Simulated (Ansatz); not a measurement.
# Ni: the cost of one run

Program: Ansatz 0.2.0. Level of theory: DFT LDA, PAW, plane waves, scalar-relativistic. These are calculated values, not measurements.

The COD entry's cell or inner coordinates are ideal or old and differ from later refinements, so a difference from it is no clean test against experiment.

## (1) The starting structure

It takes space group Fm-3m (No. 225, cubic). Conventional cell: a = 3.517 Å, b = 3.517 Å, c = 3.517 Å, α = 90.00°, β = 90.00°, γ = 90.00°. Ni (site symmetry m-3m) has 12 Ni at 2.49 Å as nearest neighbours.

Coordinates:

```
CELL_PARAMETERS angstrom
1.75855 1.75855 3.51710
3.51710 1.75855 1.75855
3.51710 5.27565 1.75855
ATOMIC_POSITIONS crystal
Ni 0.00000 0.00000 0.00000
Ni 0.33333 0.66667 0.66667
Ni 0.66667 0.33333 0.33333
```

Atoms are counted from 1 in the order of input.yaml (Ni3 and so on).

Spins are non-collinear; moments are vectors (x, y, z) in μB. Without spin-orbit coupling a common rotation of all moments costs nothing, so only their relative directions matter.

Planned runs: parallel moments along z; opposed moments +-- along z; flat spiral with wave vector (0 1 0) of the cell; moments in random directions; moments +-- canted by 10 degrees; moments in random directions; opposed moments ++- along z; opposed moments +-+ along z; parallel moments fanned out by 30 degrees; moments in random directions, preconditioner LDOS.

## (2) Parallel moments along z

File input.yaml:

```yaml
crystal:
  lattice:
    - [1.75855, 1.75855, 3.5171]
    - [3.5171, 1.75855, 1.75855]
    - [3.5171, 5.27565, 1.75855]
  atoms:
    - { symbol: Ni, position: [0.0, 0.0, 0.0], spin: 2.0, spin_axis: [0.0, 0.0, 2.0] }
    - { symbol: Ni, position: [0.3333333, 0.6666667, 0.6666667], spin: 2.0, spin_axis: [0.0, 0.0, 2.0] }
    - { symbol: Ni, position: [0.6666667, 0.3333333, 0.3333333], spin: 2.0, spin_axis: [0.0, 0.0, 2.0] }
hamiltonian:
  xc: lda
  pseudopotentials: { kind: paw }
basis:
  ecutwfc: 420
kpoints:
  mp_grid: { grid: [6, 8, 5] }
scf:
  occupations: { method: fermi_dirac, width: 0.05 }
  lower_state_search: "off"
  max_iter: 150
output:
  forces: true
  stress: true
magnetization:
  noncollinear: true
```

Command:

```
ansatz run input.yaml --threads 4 --pin off --max-ram 9216MiB --backend cpu --events-out ev --progress --plain --runs-dir out
```

Q: Estimate wall time and peak memory on 4 threads of Arm Neoverse V2, shared host.

About 41 s, with a peak of 0.6 GiB.
